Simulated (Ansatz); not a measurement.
Working through a ranking of polymorphs by energy of 3 structures of Sb

Computed with Ansatz 0.2.0 through its Python package.

The cells in order, each with its output:

```python
import warnings

import ansatz as az
import numpy as np
```

```python
PHASES = {
    "P2_1/m": (
        [[3.122402, 0.0, 0.0], [0.0, 4.347518, 0.0], [-0.038915, 0.0, 4.405852]],
        [
            ("Sb", [0.988611, 0.75, 0.758834]),
            ("Sb", [0.011389, 0.25, 0.241166]),
        ],
    ),
    "P6_3/mmc": (
        [[3.33, 0.0, 0.0], [-1.665, 2.883865, 0.0], [0.0, 0.0, 5.23]],
        [
            ("Sb", [1 / 3, 2 / 3, 0.25]),
            ("Sb", [2 / 3, 1 / 3, 0.75]),
        ],
    ),
    "Fm-3m": (
        [[0.0, 2.305, 2.305], [2.305, 0.0, 2.305], [2.305, 2.305, 0.0]],
        [
            ("Sb", [0.0, 0.0, 0.0]),
        ],
    ),
}
```

```python
def build(vectors, sites):
    crystal = az.Crystal(lattice=az.Lattice.of(vectors))
    for symbol, position in sites:
        crystal = crystal.atom(symbol, position)
    return crystal
```

```python
def compute(name, crystal):
    calc = (
        crystal.calculation()
        .functional(az.Functional.PBESOL)
        .basis(460)
        .kpoints(spacing=0.3)
        .occupations("fermi_dirac", width=0.1)
        .stress()
        .band_table()
    )
    return calc.run(threads=1, pin="off")
```

```python
def pressure_gpa(outcome):
    return float(np.trace(outcome.report["stress_gpa"]) / 3)
```

```python
def volume_per_atom(outcome):
    return abs(np.linalg.det(outcome.lattice.cell_ang)) / len(outcome.lattice.sites)
```

```python
warnings.simplefilter("ignore", az.DeckWarning)
```

```python
phases = {name: build(*cell) for name, cell in PHASES.items()}
```

```python
done = {}
for name, crystal in phases.items():
    try:
        done[name] = compute(name, crystal)
    except az.NonConvergedError as error:
        print(name, "did not converge:", str(error)[:120])

energy = {name: o.report["energy_sigma0_ev"] / len(o.lattice.sites) for name, o in done.items()}
lowest = min(energy.values())
rows = [(name, len(o.lattice.sites), 1000 * (energy[name] - lowest), pressure_gpa(o), volume_per_atom(o)) for name, o in done.items()]
rows.sort(key=lambda row: row[2])
print("| phase | atoms | dE (meV/atom) | P (GPa) | V (A^3/atom) |")
print("| --- | --- | --- | --- | --- |")
for row in rows:
    print(f"| {row[0]} | {row[1]:d} | {row[2]:.1f} | {row[3]:.2f} | {row[4]:.3f} |")
print("lowest in energy:", rows[0][0])
```

    | phase | atoms | dE (meV/atom) | P (GPa) | V (A^3/atom) |
    | --- | --- | --- | --- | --- |
    | P2_1/m | 2 | 0.0 | -2.25 | 29.904 |
    | P6_3/mmc | 2 | 213.1 | 2.65 | 25.113 |
    | Fm-3m | 1 | 281.0 | 5.92 | 24.493 |
    lowest in energy: P2_1/m

By space group at the end of each run: P2_1/m (+0 meV an atom, 29.9 Å³), P6_3/mmc (+213 meV an atom, 25.1 Å³) and Fm-3m (+281 meV an atom, 24.5 Å³).

For the metals among these phases the mesh is modest: differences between phases can be off by up to 40 meV an atom. Pressure is positive in compression. The cells come from databases of deposited and of computed structures, and not all need be stable phases. The ranking holds among these structures alone, at zero temperature; the ground state may be another structure. Differences under about 40 meV an atom lie within the error of mesh and functional. Hardware and time: 5 s on 1 thread of Arm Neoverse V2 (shared host), peak memory 0.4 GiB.

(Lines on the test bed's own set-up are left out of the output.)
